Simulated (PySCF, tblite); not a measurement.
# C₄H₅BF₃+: geometry, infrared bands and NMR shifts

Wanted: the infrared bands and NMR shifts of C₄H₅BF₃+ (`C=C(F)[CH+]CB(F)F`), by calculation.

The runs use tblite 0.8.0 and PySCF 2.14.0, with density-fitted response routines of our own; the level of theory stands in each step. All values are computed, except where a source is named. Atoms are numbered from 0 throughout.

**1. The molecule as given**

13 atoms, charge 1, multiplicity 1; geometry from: force field or distance geometry start.

Bonds of the start (Å): C0–C1 1.33, C1–F2 1.38, C1–C3 1.47, C3–C4 1.50, C4–B5 1.57, B5–F6 1.46, B5–F7 1.45, C0–H8 1.08, C0–H9 1.08, C3–H10 1.08, C4–H11 1.12, C4–H12 1.10.

**2. Optimising the geometry with GFN2-xTB**

The job: settings as JSON, then the geometry in Å.

```
{"job": {"kind": "relax", "xc": "GFN2-xTB", "basis": "xTB"}, "charge": 1, "multiplicity": 1}
C      2.099600     0.963300     0.177500
C      0.983800     0.270100     0.399900
F      0.355600     0.380300     1.620000
C      0.430600    -0.639500    -0.618800
C     -1.057500    -0.813800    -0.647700
B     -1.660900     0.097300     0.475600
F     -2.298200     1.356100     0.108600
F     -2.192000    -0.551700     1.656200
H      2.617300     0.883900    -0.765500
H      2.472400     1.625400     0.947400
H      1.087000    -1.173000    -1.296300
H     -1.367500    -1.873700    -0.448600
H     -1.474800    -0.524200    -1.626100
```

On the command line:

```
$ OMP_NUM_THREADS=1 python probes_run.py task.json out
```

One launch serves the whole session: the jobs run in the order shown.

**Question.** This job is followed by: GFN2-xTB harmonic vibrations, gas phase; GIAO PBE0/pcSseg-1 NMR shielding, non-relativistic, gas phase. Predict these results of the whole session: strongest single infrared mode (GFN2-xTB); zero-point energy (GFN2-xTB); 13C shifts against TMS (PBE0/pcSseg-1); 1H shifts against TMS (PBE0/pcSseg-1, means over atoms taken as alike); 19F shifts against CFCl3 (PBE0/pcSseg-1, means over atoms taken as alike); 11B shifts against BF3·OEt2 (PBE0/pcSseg-1).

The runs gave:

```
                                                                 quantity                          value
                                strongest single infrared mode (GFN2-xTB)          1473 cm⁻¹, 496 km/mol
                                             zero-point energy (GFN2-xTB)                  52.8 kcal/mol
                                   13C shifts against TMS (PBE0/pcSseg-1)  239.8, 183.5, 176.1, 51.6 ppm
   1H shifts against TMS (PBE0/pcSseg-1, means over atoms taken as alike)    10.09, 8.92, 8.38, 4.94 ppm
19F shifts against CFCl3 (PBE0/pcSseg-1, means over atoms taken as alike)               -48.8, -91.9 ppm
                              11B shifts against BF3·OEt2 (PBE0/pcSseg-1)                       19.1 ppm
```

**Reading.** The optimisation took 182 steps and gained 1.923 eV; among the close pairs (by a distance rule), B5–F6 changed most, from 1.458 to 1.289 Å. All 33 modes are real, so the xTB geometry is a minimum. The strongest single mode, at 1473 cm⁻¹, moves mainly B5. GFN2-xTB is a fitted tight-binding method: band positions and strengths are rough. Its intensities can rank the bands wrongly. The most deshielded carbon is C3 (carbocation centre), at 239.8 ppm: the empty p orbital gives low-energy magnetic excitations and strong deshielding. At PBE0/pcSseg-1: The largest span, 349 ppm, is at C3, where the paramagnetic term is -314 ppm.
